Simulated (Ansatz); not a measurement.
**AlPt: properties at the relaxed cell**

An exercise on one series of results from a longer session: the logs are not shown, and one member is left open.

Program: Ansatz 0.2.0. Level of theory: DFT r2SCAN, scalar-relativistic, plane waves, PAW. These are calculated values, not measurements.

## The starting structure

The structure is cubic, space group P2_13 (No. 198). Conventional cell: a = 4.878 Å, b = 4.878 Å, c = 4.878 Å, α = 90.00°, β = 90.00°, γ = 90.00°. Al (site symmetry 3) is surrounded by 7 Pt at 2.60 to 2.63 Å. Around Pt (site symmetry 3) lie 7 Al at 2.60 to 2.63 Å.

As a file:

```
CELL_PARAMETERS angstrom
4.87796 0.00000 0.00000
0.00000 4.87796 0.00000
0.00000 0.00000 4.87796
ATOMIC_POSITIONS crystal
Al 0.84411 0.84411 0.84411
Al 0.65589 0.15589 0.34411
Al 0.34411 0.65589 0.15589
Al 0.15589 0.34411 0.65589
Pt 0.15494 0.15494 0.15494
Pt 0.34506 0.84506 0.65494
Pt 0.65494 0.34506 0.84506
Pt 0.84506 0.65494 0.34506
```

It goes back to an entry of the Materials Project, which need not be the stable form.

It is the result of an earlier relaxation at this level (volume 14.51 Å³/atom; gap on the mesh: none (metal)).

Set-up of the first run:

Input file input.yaml:

```yaml
crystal:
  lattice:
    - [4.828680296, 0.0, 0.0]
    - [0.0, 4.828680296, 0.0]
    - [0.0, 0.0, 4.828680296]
  atoms:
    - { symbol: Al, position: [0.8441149784, 0.8441149784, 0.8441149784] }
    - { symbol: Al, position: [0.6558850216, 0.1558850216, 0.3441149784] }
    - { symbol: Al, position: [0.3441149784, 0.6558850216, 0.1558850216] }
    - { symbol: Al, position: [0.1558850216, 0.3441149784, 0.6558850216] }
    - { symbol: Pt, position: [0.1549404029, 0.1549404029, 0.1549404029] }
    - { symbol: Pt, position: [0.3450595971, 0.8450595971, 0.6549404029] }
    - { symbol: Pt, position: [0.6549404029, 0.3450595971, 0.8450595971] }
    - { symbol: Pt, position: [0.8450595971, 0.6549404029, 0.3450595971] }
basis:
  ecutwfc: 500
kpoints:
  mp_grid: { grid: [8, 8, 8] }
hamiltonian:
  xc: r2scan
scf:
  occupations: { method: gaussian, width: 0.1 }
output:
  forces: true
  stress: true
  eigenvalues: true
relax:
  adjacent_minimum: "off"
  f_tol: 0.01
  max_steps: 30
```

On the command line:

```console
$ ansatz run input.yaml --threads 2 --pin off --max-ram 5120MiB --backend cpu --events-out ev --progress --plain --runs-dir out
```

Steps of the session up to this table: Point at V/V0 = 0.97; The cell scaled to 1.03 of its volume; The cell scaled to 0.94 of its volume; Volume × 1.06; Volume × 0.91; Point at V/V0 = 1.10; Volume × 0.88.

One table of the session follows, with a row left open; its other results are not shown here.

It belongs to the step «Fit of the equation of state». 

```
volume (Å³/atom)  energy above the lowest point (meV/atom)  pressure (GPa)
          12.768                                     168.9           35.05
          13.203                                      89.3           23.95
          13.638                                      37.4           14.59
          14.073                                         ?               ?
          14.509                                       0.0            0.05
          14.944                                       7.8           -5.55
          15.379                                      29.5          -10.26
          15.959                                      76.3          -15.39
```

Q: Estimate the row for volume (Å³/atom) = 14.073 from the others.

Worked estimate for «energy above the lowest point (meV/atom)». A straight line through the neighbours (13.638, 37.4) and (14.509, 0.0) gives 37.4 + (0.0 − 37.4) × (14.073 − 13.638) / (14.509 − 13.638) = 18.7; a parabola fitted to 4 rows on both sides gives 8.8.

**Answer.** energy above the lowest point (meV/atom): 8.8; pressure (GPa): 6.70. In «energy above the lowest point (meV/atom)» the line misses by +9.9 and the parabola by 0.0.

Limits of these values: Warnings in the runs' records: stress scf threshold loose.
